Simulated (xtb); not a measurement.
# GFN2-xTB run of C3BN3 (SMILES N#CB(C#N)C#N)

We compute a structure relaxation of C3BN3. 

Program for the calculation: xtb 6.7.1 later snapshot.

### 1 Starting point

C3BN3: 7 atoms, total charge 0, spin state singlet. As SMILES, `N#CB(C#N)C#N`. Geometry: relaxed at PBE0-D4/def2-TZVP. The run starts from this shape.

Bond lengths: N1–C2 1.153 Å, C2–B3 1.519 Å, B3–C4 1.519 Å, C4–N5 1.153 Å, B3–C6 1.519 Å, C6–N7 1.153 Å. Angles: N1–C2–B3 180.0°, C2–B3–C4 120.0°, C2–B3–C6 120.0°, C4–B3–C6 120.0°, B3–C4–N5 180.0°, B3–C6–N7 180.0°.

### 2 A geometry optimisation at GFN2-xTB

mol.xyz reads:

```xyz
7

N      1.19080000    -2.12290000     1.12280000
C      0.68080000    -1.21120000     0.63560000
B      0.00870000    -0.00970000    -0.00650000
C     -1.17330000    -0.20930000    -0.93960000
N     -2.07010000    -0.36070000    -1.64770000
C      0.51870000     1.39140000     0.28450000
N      0.90560000     2.45440000     0.50520000
```

The run is started by

```console
$ xtb mol.xyz --gfn 2 --opt vtight > mol.out
```

What it wrote:

```text
* xtb version 6.7.1
   ID    Z sym.   atoms
    1    7 N      1, 5, 7
    2    6 C      2, 4, 6
    3    5 B      3

           -------------------------------------------------
          |                Calculation Setup                |
           -------------------------------------------------

          program call               : xtb mol.xyz --gfn 2 --opt vtight
          coordinate file            : mol.xyz
          omp threads                :                     1

           -------------------------------------------------
          |                 G F N 2 - x T B                 |
           -------------------------------------------------

      * Hamiltonian:
        H0-scaling (s, p, d)           1.850000    2.230000    2.230000
        zeta-weighting                 0.500000
      * Dispersion:
        s8                             2.700000
        a1                             0.520000
        a2                             5.000000
        s9                             5.000000
      * Repulsion:
        kExp                           1.500000    1.000000
        rExp                           1.000000
      * Coulomb:
        alpha                          2.000000
        third order                    shell-resolved
        anisotropic                    true
        a3                             3.000000
        a5                             4.000000
        cn-shift                       1.200000
        cn-exp                         4.000000
        max-rad                        5.000000

          ...................................................
          :                      SETUP                      :
          :.................................................:
          :  # basis functions                  28          :
          :  # atomic orbitals                  28          :
          :  # shells                           14          :
          :  # electrons                        30          :
          :  max. iterations                   250          :
          :  Hamiltonian                  GFN2-xTB          :
          :  restarted?                      false          :
          :  GBSA solvation                  false          :
          :  PC potential                    false          :
          :  electronic temp.          300.0000000     K    :
          :  accuracy                    1.0000000          :
          :  -> integral cutoff          0.2500000E+02      :
          :  -> integral neglect         0.1000000E-07      :
          :  -> SCF convergence          0.1000000E-05 Eh   :
          :  -> wf. convergence          0.1000000E-03 e    :
          :  Broyden damping             0.4000000          :
          :  net charge                          0          :
          :  unpaired electrons                  0          :
          ...................................................

 iter      E             dE          RMSdq      gap      omega  full diag
   1    -16.3410624 -0.163411E+02  0.129E+01    1.98       0.0  T
   2    -16.2249188  0.116144E+00  0.101E+01    2.70       1.0  T
   3    -16.5006036 -0.275685E+00  0.602E+00    1.54       1.0  T
[... 8 lines of this table left out ...]
  12    -16.5995579 -0.149318E-08  0.150E-04    1.84     251.2  T

   *** convergence criteria satisfied after 12 iterations ***

         #    Occupation            Energy/Eh            Energy/eV
      -------------------------------------------------------------
         1        2.0000           -0.6854353             -18.6516
       ...           ...                  ...                  ...
         9        2.0000           -0.5270141             -14.3408
        10        2.0000           -0.5244008             -14.2697
        11        2.0000           -0.5243903             -14.2694
[... 8 lines of this table left out ...]
        20                         -0.2567441              -6.9864
       ...                                ...                  ...
        28                          1.0454177              28.4473
      -------------------------------------------------------------
                  HL-Gap            0.0676076 Eh            1.8397 eV
             Fermi-level           -0.4241949 Eh          -11.5429 eV

 SCC (total)                   0 d,  0 h,  0 min,  0.003 sec
 SCC setup                      ...        0 min,  0.000 sec (  1.621%)
 Dispersion                     ...        0 min,  0.000 sec (  1.014%)
 classical contributions        ...        0 min,  0.000 sec (  0.141%)
 integral evaluation            ...        0 min,  0.000 sec ( 12.566%)
 iterations                     ...        0 min,  0.002 sec ( 59.800%)
 molecular gradient             ...        0 min,  0.001 sec ( 23.131%)
 printout                       ...        0 min,  0.000 sec (  1.465%)

[... 3 lines left out ...]
         :: total energy             -16.255117353032 Eh    ::
[... 32 lines left out ...]
          :   energy convergence         0.1000000E-06 Eh   :
          :   grad. convergence          0.2000000E-03 Eh/α :
[... 26 lines left out ...]
 * total energy  :   -16.2551174 Eh     change       -0.1545537E-09 Eh
[... 18 lines left out ...]
 * total energy  :   -16.2553225 Eh     change       -0.2051951E-03 Eh
[... 16 lines left out ...]
 * total energy  :   -16.2553312 Eh     change       -0.8619170E-05 Eh
[... 15 lines left out ...]
 * total energy  :   -16.2553310 Eh     change        0.1457267E-06 Eh
[... 16 lines left out ...]
 * total energy  :   -16.2553312 Eh     change       -0.1561883E-06 Eh
[... 15 lines left out ...]
 * total energy  :   -16.2553312 Eh     change       -0.1221956E-07 Eh
[... 4 lines left out ...]
   *** GEOMETRY OPTIMIZATION CONVERGED AFTER 6 ITERATIONS ***
[... 2 lines left out ...]
 total energy gain   :        -0.0002138 Eh       -0.1342 kcal/mol
[... 15 lines left out ...]
 final structure:
[... 28 lines left out ...]
          |                Final Singlepoint                |
[... 18 lines left out ...]
          :  -> SCF convergence          0.1000000E-05 Eh   :
          :  -> wf. convergence          0.1000000E-03 e    :
[... 10 lines left out ...]
   *** convergence criteria satisfied after 3 iterations ***

         #    Occupation            Energy/Eh            Energy/eV
      -------------------------------------------------------------
         1        2.0000           -0.6863310             -18.6760
       ...           ...                  ...                  ...
         9        2.0000           -0.5279205             -14.3654
        10        2.0000           -0.5251672             -14.2905
        11        2.0000           -0.5251657             -14.2905
[... 8 lines of this table left out ...]
        20                         -0.2541554              -6.9159
       ...                                ...                  ...
        28                          1.0729523              29.1965
      -------------------------------------------------------------
                  HL-Gap            0.0676466 Eh            1.8408 eV
             Fermi-level           -0.4236291 Eh          -11.5275 eV

 SCC (total)                   0 d,  0 h,  0 min,  0.002 sec
 SCC setup                      ...        0 min,  0.000 sec (  1.923%)
 Dispersion                     ...        0 min,  0.000 sec (  0.910%)
 classical contributions        ...        0 min,  0.000 sec (  0.249%)
 integral evaluation            ...        0 min,  0.000 sec ( 23.010%)
 iterations                     ...        0 min,  0.000 sec ( 25.397%)
 molecular gradient             ...        0 min,  0.001 sec ( 44.035%)
 printout                       ...        0 min,  0.000 sec (  3.947%)

         :::::::::::::::::::::::::::::::::::::::::::::::::::::
         ::                     SUMMARY                     ::
         :::::::::::::::::::::::::::::::::::::::::::::::::::::
         :: total energy             -16.255331190181 Eh    ::
         :: gradient norm              0.000065536879 Eh/a0 ::
         :: HOMO-LUMO gap              1.840757584276 eV    ::
         ::.................................................::
         :: SCC energy               -16.611598422231 Eh    ::
         :: -> isotropic ES            0.034409067386 Eh    ::
         :: -> anisotropic ES          0.004331346178 Eh    ::
         :: -> anisotropic XC          0.050639512642 Eh    ::
         :: -> dispersion             -0.004351441819 Eh    ::
         :: repulsion energy           0.356267232050 Eh    ::
         :: add. restraining           0.000000000000 Eh    ::
         :: total charge               0.000000000000 e     ::
         :::::::::::::::::::::::::::::::::::::::::::::::::::::

           -------------------------------------------------
          |                Property Printout                |
           -------------------------------------------------

    * Orbital Energies and Occupations

         #    Occupation            Energy/Eh            Energy/eV
      -------------------------------------------------------------
         1        2.0000           -0.6863310             -18.6760
       ...           ...                  ...                  ...
         3        2.0000           -0.6860318             -18.6679
         4        2.0000           -0.6247185             -16.9995
         5        2.0000           -0.5814778             -15.8228
[... 20 lines of this table left out ...]
        26                          1.0462800              28.4707
       ...                                ...                  ...
        28                          1.0729523              29.1965
      -------------------------------------------------------------
                  HL-Gap            0.0676466 Eh            1.8408 eV
             Fermi-level           -0.4236291 Eh          -11.5275 eV

     #   Z          covCN         q      C6AA      α(0)
     1   7          0.911    -0.154    24.338     7.135
     2   6          1.816     0.060    29.662     8.800
     3   5          2.713     0.283    17.257     6.965
     4   6          1.816     0.060    29.662     8.800
     5   7          0.911    -0.154    24.338     7.135
     6   6          1.816     0.060    29.662     8.800
     7   7          0.911    -0.154    24.338     7.135

 Mol. C6AA /au·bohr⁶  :       1240.767705
 Mol. C8AA /au·bohr⁸  :      33579.724985
 Mol. α(0) /au        :         54.770691

Wiberg/Mayer (AO) data.
largest (>0.10) Wiberg bond orders for each atom

 ---------------------------------------------------------------------------
     #   Z sym  total        # sym  WBO       # sym  WBO       # sym  WBO
 ---------------------------------------------------------------------------
     1   7      3.035 --     2      2.857
     2   6      3.917 --     1      2.857     3      1.001
     3   5      3.290 --     2      1.001     4      1.001     6      1.001
     4   6      3.917 --     5      2.857     3      1.001
     5   7      3.035 --     4      2.857
     6   6      3.917 --     7      2.857     3      1.001
     7   7      3.035 --     6      2.857
 ---------------------------------------------------------------------------

Topologies differ in total number of bonds
Writing topology from bond orders to xtbtopo.mol

molecular dipole:
                 x           y           z       tot (Debye)
 q only:       -0.000      -0.000       0.000
   full:       -0.000      -0.000       0.000       0.001
molecular quadrupole (traceless):
                xx          xy          yy          xz          yz          zz
 q only:        0.441      -0.316      -2.527      -3.735       0.395       2.086
  q+dip:        0.655      -0.470      -3.755      -5.549       0.587       3.100
   full:        1.023      -0.734      -5.864      -8.666       0.916       4.841

           -------------------------------------------------
          |                Geometry Summary                 |
           -------------------------------------------------

      molecular mass/u    :       88.8633454
   center of mass at/Å    :        0.0087447      -0.0097098      -0.0065334
  moments of inertia/u·Å² :        0.1905696E+03   0.1905868E+03   0.3811564E+03
rotational constants/cm⁻¹ :        0.8845921E-01   0.8845118E-01   0.4422760E-01

 * 3 selected distances

     #   Z          #   Z                                           value/Å
     1   7          2   6                                         1.1472472 (min)
     4   6          5   7                                         1.1472477 (max)
     6   6          7   7                                         1.1472476

 * 1 distinct bonds (by element types)

   Z      Z             #   av. dist./Å        max./Å        min./Å
   6 C    7 N           3     1.1472475     1.1472477     1.1472472

optimized geometry written to: xtbopt.xyz

           -------------------------------------------------
          | TOTAL ENERGY              -16.255331190181 Eh   |
          | GRADIENT NORM               0.000065536879 Eh/α |
          | HOMO-LUMO GAP               1.840757584276 eV   |
           -------------------------------------------------

------------------------------------------------------------------------
------------------------------------------------------------------------
 total:
 * wall-time:     0 d,  0 h,  0 min,  0.023 sec
 *  cpu-time:     0 d,  0 h,  0 min,  0.023 sec
 * ratio c/w:     0.999 speedup
 SCF:
 * wall-time:     0 d,  0 h,  0 min,  0.003 sec
 *  cpu-time:     0 d,  0 h,  0 min,  0.003 sec
 * ratio c/w:     0.999 speedup
 ANC optimizer:
 * wall-time:     0 d,  0 h,  0 min,  0.014 sec
 *  cpu-time:     0 d,  0 h,  0 min,  0.014 sec
 * ratio c/w:     1.000 speedup
```

Standard error:

```text
normal termination of xtb
```

Wall time 0.034 s (1 thread of Arm Neoverse V2, shared host).

Step by step:

| step | energy from the first frame kept (eV) |
| --- | --- |
| 0 | 0.0000 |
| 1 | -0.0056 |
| 2 | -0.0058 |
| 3 | -0.0058 |
| 4 | -0.0058 |
| 5 | -0.0058 |

After the run. Bond lengths: N1–C2 1.147 Å, C2–B3 1.517 Å, B3–C4 1.517 Å, C4–N5 1.147 Å, B3–C6 1.517 Å, C6–N7 1.147 Å. Angles: N1–C2–B3 180.0°, C2–B3–C4 120.0°, C2–B3–C6 120.0°, C4–B3–C6 120.0°, B3–C4–N5 180.0°, B3–C6–N7 180.0°.

### 3 What came out

Level: GFN2-xTB.

| quantity | value |
| --- | --- |
| total energy at the end | -16.25533 Eh |
| dipole moment | 0.00 D |
| HOMO energy | -12.45 eV |
| LUMO energy | -10.61 eV |
| HOMO–LUMO gap | 1.84 eV |
| dispersion energy | -11.42 kJ/mol |
| mean polarisability (D4 model) | 54.8 bohr³ |

In words: At the final geometry: Bond lengths: N1–C2 1.147 Å, C2–B3 1.517 Å, B3–C4 1.517 Å, C4–N5 1.147 Å, B3–C6 1.517 Å, C6–N7 1.147 Å. Angles: N1–C2–B3 180.0°, C2–B3–C4 120.0°, C2–B3–C6 120.0°, C4–B3–C6 120.0°, B3–C4–N5 180.0°, B3–C6–N7 180.0°. The optimisation took 6 steps and changed the energy by -0.006 eV. Mulliken charges run from -0.15 on N1 to +0.28 on B3.
